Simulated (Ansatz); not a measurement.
**CH₃ClFSTa: basis-set convergence**

An exercise on one series of results from a longer session: the logs are not shown, and one member is left open.

Computed with Ansatz 0.2.0, Gaussian basis. Level: one geometry, several basis sets.

The runs, in order: PBE0-D4/def2-SVP; ωB97M-V/def2-SVP; PBE0-D4/def2-QZVPP; ωB97M-V/def2-QZVPP; the functionals' def2-TZVPP values are taken from earlier runs.

### Structure used throughout

All runs share one geometry, relaxed beforehand with PBE0-D4 in a triple-zeta def2 set. Ta takes the def2 core potential; no spin-orbit term is included.

SMILES `[CH3][Ta]([F])(=[S])[Cl]`, 8 atoms, charge 0, spin multiplicity 1.

Atoms are counted from 1 here; the program's logs count them from 0.

Bond lengths: C1–Ta2 2.125 Å, C1–H6 1.097 Å, C1–H7 1.094 Å, C1–H8 1.094 Å, Ta2–F3 1.860 Å, Ta2–S4 2.147 Å, Ta2–Cl5 2.285 Å. Angles: Ta2–C1–H6 109.2°, Ta2–C1–H7 110.5°, Ta2–C1–H8 111.2°, H6–C1–H7 109.0°, H6–C1–H8 109.1°, H7–C1–H8 107.9°, C1–Ta2–F3 106.4°, C1–Ta2–S4 103.8°, C1–Ta2–Cl5 107.3°, F3–Ta2–S4 110.8°, F3–Ta2–Cl5 116.1°, S4–Ta2–Cl5 111.5°.

Set-up of the first run:

in.yaml

```yaml
crystal:
  periodic: [false, false, false]
  atoms:
    - {symbol: C, position_ang: [-0.667564, 0.740868, 0.512814]}
    - {symbol: Ta, position_ang: [0.533844, -0.670607, -0.526328]}
    - {symbol: F, position_ang: [-0.543151, -1.397495, -1.857750]}
    - {symbol: S, position_ang: [1.001491, -2.143578, 0.964108]}
    - {symbol: Cl, position_ang: [2.408176, 0.425078, -1.238188]}
    - {symbol: H, position_ang: [-0.962753, 1.540615, -0.177779]}
    - {symbol: H, position_ang: [-0.110649, 1.178061, 1.347291]}
    - {symbol: H, position_ang: [-1.567193, 0.269860, 0.920033]}
basis:
  gaussian: {orbitals: def2-SVP}
hamiltonian: {xc: pbe0, dispersion: d4}
output: {orbitals: {seedname: orbitals}}
```

On the command line:

```console
$ ansatz run in.yaml --threads 4 --pin off --events-out ev --progress --plain --max-ram 10444MiB
```

Among the steps run: PBE0-D4 in def2-SVP; ωB97M-V in def2-SVP; PBE0-D4 in def2-QZVPP; ωB97M-V in def2-QZVPP.

One of the session's tables, all rows but one given; the rest of the session is left out.

It belongs to the step «Density functionals: the series». 

```
functional       basis  HOMO (eV)  LUMO (eV)
   PBE0-D4    def2-SVP      -8.00      -2.40
   PBE0-D4  def2-TZVPP      -7.94      -2.39
   PBE0-D4  def2-QZVPP          ?          ?
   ωB97M-V    def2-SVP     -10.06      -0.27
   ωB97M-V  def2-TZVPP     -10.03      -0.29
   ωB97M-V  def2-QZVPP     -10.05      -0.33
```

Q: Estimate the row for PBE0-D4, def2-QZVPP from the others.

The run gave: HOMO (eV): -7.96; LUMO (eV): -2.41. In the column «HOMO (eV)» it lies between PBE0-D4, def2-SVP (-8.00) and PBE0-D4, def2-TZVPP (-7.94).
